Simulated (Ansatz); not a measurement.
Here is an Ansatz 0.2.0 calculation.

input.yaml

```yaml
crystal:
  lattice:
    - [0.0, 3.2825, 3.2825]
    - [3.2825, 0.0, 3.2825]
    - [3.2825, 3.2825, 0.0]
  atoms:
    - { symbol: Bi, position: [0.5, 0.5, 0.5] }
    - { symbol: La, position: [0.0, 0.0, 0.0] }
hamiltonian:
  xc: pbe
  pseudopotentials: { kind: paw }
  dispersion: d4
kpoints:
  mp_grid: { grid: [7, 7, 7] }
scf:
  occupations: { method: fermi_dirac, width: 0.05 }
output:
  forces: true
  stress: true
relax:
  f_tol: 0.01
  max_steps: 40
  cell: { stress_tol: 0.05 }
```

Potentials or basis: Ansatz PAW.

Run with:

```sh
$ ansatz run input.yaml --threads 2 --pin off --max-ram 5632MiB --backend cpu --events-out ev --progress --plain --runs-dir out
```

Task: What does it give for the space group after relaxing (to 0.05 Å)?

Result: Fm-3m (No. 225).

Task: Estimate the relaxed volume.

Result: 35.69 Å³/atom.

Task: What does it give for the relaxed cell?

Result: a = 4.656 Å, b = 4.656 Å, c = 4.656 Å, α = 60.00°, β = 60.00°, γ = 60.00°.

Final structure:
```cif
data_structure
_symmetry_space_group_name_H-M 'P 1'
_symmetry_Int_Tables_number 1
_cell_length_a 4.6562
_cell_length_b 4.6562
_cell_length_c 4.6562
_cell_angle_alpha 60.000
_cell_angle_beta 60.000
_cell_angle_gamma 60.000
_cell_volume 71.38
loop_
_atom_site_label
_atom_site_type_symbol
_atom_site_fract_x
_atom_site_fract_y
_atom_site_fract_z
_atom_site_occupancy
Bi1 Bi 0.50000 0.50000 0.50000 1
La1 La 0.00000 0.00000 0.00000 1
```

 Zero-point motion and thermal expansion aren't in these numbers.
